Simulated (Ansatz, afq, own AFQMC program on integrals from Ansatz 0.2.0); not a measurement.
# SiGeH3 (doublet): quantum Monte Carlo beside coupled cluster at distance Si1–Ge2 = 2.973 Å, cc-pVDZ

How near does AFQMC come to the top of the ladder for SiGeH3 (doublet)?

Program: Ansatz 0.2.0, Gaussian basis, and an in-house AFQMC program (afq) on its integrals; all values are calculated. Level of theory: cc-pVDZ, frozen cores. These are calculated values, not measurements.

To be run: PBE (unrestricted); r2SCAN (unrestricted); PBE0 (unrestricted); B3LYP (unrestricted); wB97M-V (unrestricted); B2PLYP (unrestricted); CCSD(T) on UHF; Phaseless AFQMC, CISD trial on UHF.

3 further runs of the same task are left out: 3 that didn't finish.

## 1. The geometry

The geometry derives from a PBE0/def2-TZVP stationary point (not a proven minimum). One bond is set to the value named and the two fragments are kept rigid. No spin-orbit coupling is included. The filled d shell of Ge may be among the frozen orbitals whatever the setting's name suggests; the logs give the count.

5 atoms, charge 0, spin multiplicity 2.

Atoms are counted from 1 here; the program's logs count them from 0.

Bond lengths: Ge2–H3 1.550 Å, Ge2–H4 1.543 Å, Ge2–H5 1.543 Å. Angles: H3–Ge2–H4 106.8°, H3–Ge2–H5 106.8°, H4–Ge2–H5 107.6°.

## 2. PBE (unrestricted)

File in.yaml:

```yaml
crystal:
  periodic: [false, false, false]
  atoms:
    - {symbol: Si, position_ang: [0.007110, -0.000001, 2.184665]}
    - {symbol: Ge, position_ang: [0.001224, 0.000000, -0.788329]}
    - {symbol: H, position_ang: [-1.510746, -0.000015, -1.130971]}
    - {symbol: H, position_ang: [0.612206, 1.244920, -1.464975]}
    - {symbol: H, position_ang: [0.612232, -1.244907, -1.464976]}
basis:
  gaussian: {orbitals: cc-pVDZ}
magnetization: {spin_polarized: true, initial_magnetization: 1}
hamiltonian: {xc: {name: PBE}}
output: {orbitals: {seedname: orbitals}}
```

On the command line:

```bash
$ ansatz run in.yaml --threads 1 --pin off --events-out ev --progress --plain --max-ram 1382MiB
```

The program printed:

```text
Functional definition: PBE
  name "PBE"
  cite "Perdew, Burke & Ernzerhof, Phys. Rev. Lett. 77, 3865 (1996) doi:10.1103/PhysRevLett.77.3865"
  parent pbe
  parameter kappa = 0.804
  parameter beta = 0.06672455060314922
  exchange = pbe_x(kappa = kappa, mu = beta*pi^2/3)
  correlation = pbe_c(beta = beta)
787 factors; their error is unknown
mean field evaluation 1: about -64426.2610 eV, gradient 1.1e1 eV
mean field evaluation 2: about -64410.2508 eV, gradient 4.0e1 eV
mean field evaluation 4: about -64427.6759 eV, gradient 1.8e0 eV
mean field evaluation 8: about -64427.7068 eV, gradient 9.7e-2 eV
mean field evaluation 16: about -64427.6971 eV, gradient 3.7e-4 eV
mean field evaluation 32: about -64424.4570 eV, gradient 7.8e0 eV
mean field evaluation 64: about -64427.6754 eV, gradient 8.6e-5 eV
mean field evaluation 96: about -64426.9457 eV, gradient 4.6e0 eV
mean field -64427.69712328 eV, -2367.6741986190 hartree, gradient 1.7e-6 eV, S^2 0.756164; 9 other end points of the search recorded, 0 dependent functions left out
reference -64427.69715828 eV, -2367.6741999051 hartree; 25, 24 occupied and 35, 36 virtual orbitals, 787 factors
Total energy: -64427.69715828 eV, -2367.6741999051 hartree
```

It took 14 s on 1 thread of Arm Neoverse V1, shared host.

From the report: ⟨S²⟩ of the determinant 0.756 (pure doublet: 0.75).

## 3. r2SCAN (unrestricted)

Changes to in.yaml since step 2:

```diff
@@ -11,3 +11,2 @@
 magnetization: {spin_polarized: true, initial_magnetization: 1}
-hamiltonian: {xc: {name: PBE}}
-output: {orbitals: {seedname: orbitals}}
+hamiltonian: {xc: {name: r2SCAN}}
```

The command is unchanged.

The program printed, cut to the lines that bear on the results:

```text
Functional definition: r2SCAN
  name "r2SCAN"
  cite "Furness, Kaplan, Ning, Perdew & Sun, J. Phys. Chem. Lett. 11, 8208 (2020) doi:10.1021/acs.jpclett.0c02405"
  cite "Furness, Kaplan, Ning, Perdew & Sun, J. Phys. Chem. Lett. 11, 9248 (2020) doi:10.1021/acs.jpclett.0c03077"
  parent r2scan
[...]
787 factors; their error is unknown
[...]
mean field -64439.27316201 eV, -2368.0996101957 hartree, gradient 9.5e-6 eV, S^2 0.762931; 9 other end points of the search recorded, 0 dependent functions left out
reference -64439.27317333 eV, -2368.0996106116 hartree; 25, 24 occupied and 35, 36 virtual orbitals, 787 factors
Total energy: -64439.27317333 eV, -2368.0996106116 hartree
```

Wall time 42 s (1 thread of Arm Neoverse V1, shared host).

From the report: ⟨S²⟩ of the determinant 0.763 (pure doublet: 0.75).

## 4. PBE0 (unrestricted)

Changes to in.yaml since step 3:

```diff
@@ -11,2 +11,3 @@
 magnetization: {spin_polarized: true, initial_magnetization: 1}
-hamiltonian: {xc: {name: r2SCAN}}
+hamiltonian: {xc: {name: PBE0}}
+output: {orbitals: {seedname: orbitals}}
```

Same command.

The program printed, cut to the lines that bear on the results:

```text
Functional definition: PBE0
  name "PBE0"
  cite "Adamo & Barone, J. Chem. Phys. 110, 6158 (1999) doi:10.1063/1.478522"
  cite "Perdew, Burke & Ernzerhof, Phys. Rev. Lett. 77, 3865 (1996) doi:10.1103/PhysRevLett.77.3865"
  parent pbe
[...]
640 factors; integrals over basis functions are off by at most 1.0e-3 eV
[...]
mean field -64429.96384039 eV, -2367.7574989364 hartree, gradient 2.7e-6 eV, S^2 0.758161; 3 other end points of the search recorded, 0 dependent functions left out
reference -64429.96386666 eV, -2367.7574999018 hartree; 25, 24 occupied and 35, 36 virtual orbitals, 640 factors
Total energy: -64429.96386666 eV, -2367.7574999018 hartree
```

It took 9.5 s on 1 thread of Arm Neoverse V1, shared host.

From the report: ⟨S²⟩ of the determinant 0.758 (pure doublet: 0.75).

## 5. B3LYP (unrestricted)

Changes to in.yaml since step 4:

```diff
@@ -11,3 +11,2 @@
 magnetization: {spin_polarized: true, initial_magnetization: 1}
-hamiltonian: {xc: {name: PBE0}}
-output: {orbitals: {seedname: orbitals}}
+hamiltonian: {xc: {name: B3LYP}}
```

The command is unchanged.

The program printed, cut to the lines that bear on the results:

```text
Functional definition: B3LYP
  name "B3LYP"
  cite "Stephens, Devlin, Chabalowski & Frisch, J. Phys. Chem. 98, 11623 (1994) doi:10.1021/j100096a001"
  cite "Becke, Phys. Rev. A 38, 3098 (1988) doi:10.1103/PhysRevA.38.3098"
  cite "Lee, Yang & Parr, Phys. Rev. B 37, 785 (1988) doi:10.1103/PhysRevB.37.785"
  cite "Vosko, Wilk & Nusair, Can. J. Phys. 58, 1200 (1980) doi:10.1139/p80-159"
[...]
640 factors; integrals over basis functions are off by at most 1.0e-3 eV
[...]
mean field -64442.43433531 eV, -2368.2157811719 hartree, gradient 1.9e-6 eV, S^2 0.755541; 6 other end points of the search recorded, 0 dependent functions left out
reference -64442.43457367 eV, -2368.2157899314 hartree; 25, 24 occupied and 35, 36 virtual orbitals, 640 factors
Total energy: -64442.43457367 eV, -2368.2157899314 hartree
```

Run time: 14 s. Hardware: 1 thread of Arm Neoverse V1, shared host.

From the report: ⟨S²⟩ of the determinant 0.756 (pure doublet: 0.75).

## 6. wB97M-V (unrestricted)

Changes to in.yaml since step 5:

```diff
@@ -11,2 +11,3 @@
 magnetization: {spin_polarized: true, initial_magnetization: 1}
-hamiltonian: {xc: {name: B3LYP}}
+hamiltonian: {xc: {name: wB97M-V}}
+output: {orbitals: {seedname: orbitals}}
```

The command is unchanged.

The program printed, cut to the lines that bear on the results:

```text
Functional definition: wB97M-V
  name "wB97M-V"
  cite "Mardirossian & Head-Gordon, J. Chem. Phys. 144, 214110 (2016) doi:10.1063/1.4952647"
  cite "Becke, J. Chem. Phys. 107, 8554 (1997) doi:10.1063/1.475007"
  cite "Vydrov & Van Voorhis, J. Chem. Phys. 133, 244103 (2010) doi:10.1063/1.3521275"
  # Of w^i u^j: cxij and so on, Table III.
[...]
  gx(w, u) = 1 - cx + cx01*u + cx10*w
  gss(w, u) = css00 + css04*u^4 + css10*w + css20*w^2 + css43*w^4*u^3
  gos(w, u) = cos00 + cos10*w + (cos20 + cos21*u)*w^2 + (cos60 + cos61*u)*w^6
[...]
      + integral(e_c_pw_mod_opposite_spin*gos(b97_w_opposite, b97_u_opposite)) + vv10(b, c)
640 factors; integrals over basis functions are off by at most 1.0e-3 eV
203 factors; integrals over basis functions are off by at most 8.5e-6 eV
[...]
mean field -64436.37743499 eV, -2367.9931941906 hartree, gradient 3.0e-6 eV, S^2 0.758833; 3 other end points of the search recorded, 0 dependent functions left out
reference -64436.37747344 eV, -2367.9931956035 hartree; 25, 24 occupied and 35, 36 virtual orbitals, 640 factors
Total energy: -64436.37747344 eV, -2367.9931956035 hartree
```

Run time: 31 s. Hardware: 1 thread of Arm Neoverse V1, shared host; peak memory 0.28 GiB.

From the report: ⟨S²⟩ of the determinant 0.759 (pure doublet: 0.75).

## 7. B2PLYP (unrestricted)

Changes to in.yaml since step 6:

```diff
@@ -11,3 +11,3 @@
 magnetization: {spin_polarized: true, initial_magnetization: 1}
-hamiltonian: {xc: {name: wB97M-V}}
-output: {orbitals: {seedname: orbitals}}
+hamiltonian: {xc: {name: B2PLYP}}
+correlation: {electrons: outside_noble_gas}
```

Same command.

The program printed, cut to the lines that bear on the results:

```text
Functional definition: B2PLYP
  name "B2PLYP"
  cite "Grimme, J. Chem. Phys. 124, 034108 (2006) doi:10.1063/1.2148954"
  cite "Becke, Phys. Rev. A 38, 3098 (1988) doi:10.1103/PhysRevA.38.3098"
  cite "Lee, Yang & Parr, Phys. Rev. B 37, 785 (1988) doi:10.1103/PhysRevB.37.785"
[...]
640 factors; integrals over basis functions are off by at most 1.0e-3 eV
[...]
mean field -64423.99502401 eV, -2367.5381489801 hartree, gradient 1.9e-8 eV, S^2 0.760763; 6 other end points of the search recorded, 0 dependent functions left out
19 core orbitals not correlated: weight in the atoms' cores, before any rotation towards them, 0.999 or more for the frozen orbitals, at most 0.001 for the correlated occupied ones
reference -64423.99517565 eV, -2367.5381545529 hartree; 6, 5 occupied and 35, 36 virtual orbitals, 640 factors
second order -5.58117878 eV of doubles, -0.00000000 eV of singles
Total energy: -64425.50209392 eV, -2367.5935327779 hartree
```

Run time: 11 s. Hardware: 1 thread of Arm Neoverse V1, shared host.

From the report: ⟨S²⟩ of the determinant 0.761 (pure doublet: 0.75).

## 8. CCSD(T) on UHF

Changes to in.yaml since step 7:

```diff
@@ -11,3 +11,2 @@
 magnetization: {spin_polarized: true, initial_magnetization: 1}
-hamiltonian: {xc: {name: B2PLYP}}
-correlation: {electrons: outside_noble_gas}
+correlation: {method: ccsd_t, electrons: outside_noble_gas, hamiltonian_folder: ham}
```

The command is unchanged.

The program printed, cut to the lines that bear on the results:

```text
Functional definition: HF
  name "HF"
  cite "Fock, Z. Phys. 61, 126 (1930) doi:10.1007/BF01340294"
  parent pbe
[...]
640 factors; integrals over basis functions are off by at most 1.0e-3 eV
[...]
mean field -64379.71508429 eV, -2365.9108912095 hartree, gradient 1.7e-6 eV, S^2 0.836785; 22 other end points of the search recorded, 0 dependent functions left out
determinant -64379.71508429 eV, -2365.9108912095 hartree, with singles and doubles -64385.28585949 eV, -2366.1156134220 hartree
determinant -64379.69495882 eV, -2365.9101516120 hartree, with singles and doubles -64385.26847716 eV, -2366.1149746331 hartree
determinant -64379.02212343 eV, -2365.8854253677 hartree, with singles and doubles -64384.06334728 eV, -2366.0706869270 hartree
determinant -64378.78823892 eV, -2365.8768302704 hartree, with singles and doubles -64383.88954433 eV, -2366.0642997864 hartree
[...]
determinant -64377.00894652 eV, -2365.8114424806 hartree, with singles and doubles -64382.07591144 eV, -2365.9976500069 hartree
determinant -64376.67965960 eV, -2365.7993414095 hartree, with singles and doubles -64382.35746873 eV, -2366.0079970466 hartree
determinant -64379.71508429 eV, -2365.9108912095 hartree, with singles and doubles -64385.28974935 eV, -2366.1157563717 hartree
determinant -64379.69495882 eV, -2365.9101516120 hartree, with singles and doubles -64385.26945220 eV, -2366.1150104654 hartree
19 core orbitals not correlated: weight in the atoms' cores, before any rotation towards them, 0.999 or more for the frozen orbitals, at most 0.000 for the correlated occupied ones
reference -64379.71508429 eV, -2365.9108912095 hartree; 6, 5 occupied and 35, 36 virtual orbitals, 640 factors
second order -4.30077905 eV of doubles, -0.00000000 eV of singles
cycle   1  -5.57467125 eV  change   -6.2e-6 eV  update   4.4e-6
perturbative correction -0.16263207 eV, -0.0059766185 hartree
Total energy: -64385.45238762 eV, -2366.1217332179 hartree
```

It took 28 s on 1 thread of Arm Neoverse V1, shared host.

From the report: ⟨S²⟩ of the determinant 0.837 (pure doublet: 0.75); correlation -5.7373 eV; T1 0.029; largest double amplitude 0.14.

This run also writes the integrals to the folder ham.

## 9. Phaseless AFQMC, CISD trial on UHF

It reads the integrals that the CCSD(T) run on this determinant wrote.

On the command line:

```bash
$ afq ham --method phaseless --trial cisd --walkers 60 --populations 1 --least-time 40 --time-step 0.005 --steps-per-block 50 --equilibration-blocks 28 --max-blocks 300 --target-error 0.0004 --factor-cut 1e-05 --start spin_pure --seed 5033 --release-times 0.24,0.51,0.99,1.62,2.4 --release-step 0.03 --release-every 4 --taylor-order 6
```

The program printed:

```text
orbitals 41  electrons 6 5  factors 317 of 640
reference energy -2365.91089121 Eh
CCSD correlation -0.20486505 Eh in 17 cycles, weight of the determinant in the CISD state 0.8389
energy of the start -2366.111803 Eh
 block  time / (1/Eh)  mean weight  energy / Eh
     1     0.250  0.9989  -2366.109831
     2     0.500  0.9979  -2366.110467
     3     0.750  0.9997  -2366.112532
     4     1.000  1.0004  -2366.114982
     5     1.250  0.9998  -2366.115925
     6     1.500  0.9989  -2366.118756
     7     1.750  1.0011  -2366.119225
     8     2.000  0.9997  -2366.122890
     9     2.250  1.0008  -2366.123867
    10     2.500  0.9976  -2366.117574
    11     2.750  0.9995  -2366.120361
    16     4.000  0.9999  -2366.126005
    21     5.250  0.9996  -2366.126011
    26     6.500  1.0035  -2366.130016
    31     7.750  0.9990  -2366.119807
    36     9.000  1.0005  -2366.121484
    41    10.250  1.0015  -2366.119375
    46    11.500  1.0009  -2366.117517
    51    12.750  0.9984  -2366.124729
    56    14.000  0.9981  -2366.119951
    61    15.250  1.0003  -2366.120704
    66    16.500  0.9989  -2366.122998
    71    17.750  1.0010  -2366.122695
    76    19.000  0.9999  -2366.126095
    81    20.250  1.0011  -2366.126159
    86    21.500  1.0008  -2366.125358
    91    22.750  0.9982  -2366.125962
    96    24.000  1.0003  -2366.125374
   101    25.250  1.0013  -2366.119372
   106    26.500  0.9978  -2366.126928
   111    27.750  0.9989  -2366.119464
   116    29.000  0.9996  -2366.124408
   121    30.250  1.0011  -2366.123203
   126    31.500  1.0003  -2366.120493
   131    32.750  1.0017  -2366.120122
   136    34.000  0.9989  -2366.124973
   141    35.250  1.0009  -2366.123991
   146    36.500  1.0009  -2366.129149
   151    37.750  1.0006  -2366.126952
   156    39.000  1.0022  -2366.127644
   161    40.250  0.9994  -2366.123375
   166    41.500  1.0031  -2366.122860
   171    42.750  1.0011  -2366.118568
   176    44.000  0.9996  -2366.121586
   181    45.250  1.0015  -2366.123959
   186    46.500  1.0006  -2366.123337
   191    47.750  0.9981  -2366.125872
   196    49.000  1.0005  -2366.122051
   201    50.250  0.9983  -2366.123630
   206    51.500  1.0002  -2366.118922
   211    52.750  0.9992  -2366.124507
   216    54.000  0.9991  -2366.121802
   221    55.250  0.9992  -2366.124642
   226    56.500  0.9999  -2366.125920
blocks merged  error / Eh  count
     1  0.000231  200
     2  0.000287  100
     4  0.000328  50
     8  0.000380  25
    16  0.000425  12
released: time / (1/Eh)  energy / Eh  error  mean overlap
  0.24  -2366.123064  0.000395  1.0139
  0.51  -2366.123066  0.000345  1.0253
  0.99  -2366.122802  0.000444  1.0538
  1.62  -2366.123361  0.000492  1.0633
  2.40  -2366.123987  0.000643  1.0514
energy -2366.123048 +/- 0.000380 Eh
```

It took 6.3 min on 1 thread of Arm Neoverse V1, shared host.

Energy -64385.4882 ± 0.0103 eV. Caveats: constraint bias not in the error.

## 10. AFQMC on the ladder

On the UHF determinant, counted from CCSD(T) (a yardstick, not exact):

```tsv
level	energy (eV)	from CCSD(T) (kcal/mol)	statistical error (kcal/mol)	time
HF	-64379.7151	+132.31		
MP2	-64384.0159	+33.13		
CCSD	-64385.2898	+3.75		
CCSD(T)	-64385.4524	0.00		
Phaseless AFQMC, CISD trial, step 0.005, 60 walkers	-64385.4882	-0.82	0.24	6.3 min
```

The functionals' totals stand on their own zeros and serve differences with other points: PBE -64427.697 eV; r2SCAN -64439.273 eV; PBE0 -64429.964 eV; B3LYP -64442.435 eV; wB97M-V -64436.377 eV; B2PLYP -64425.502 eV.

## 11. Results

| quantity | value |
| --- | --- |
| Phaseless AFQMC, CISD trial on UHF from CCSD(T) | -0.82 ± 0.24 kcal/mol |

**Reading.** On UHF the phaseless walk with the CISD trial lies -0.82 kcal/mol from CCSD(T), 3 times its error bar. Error bars are statistical and leave out the constraint, the time step and what remains of the start.
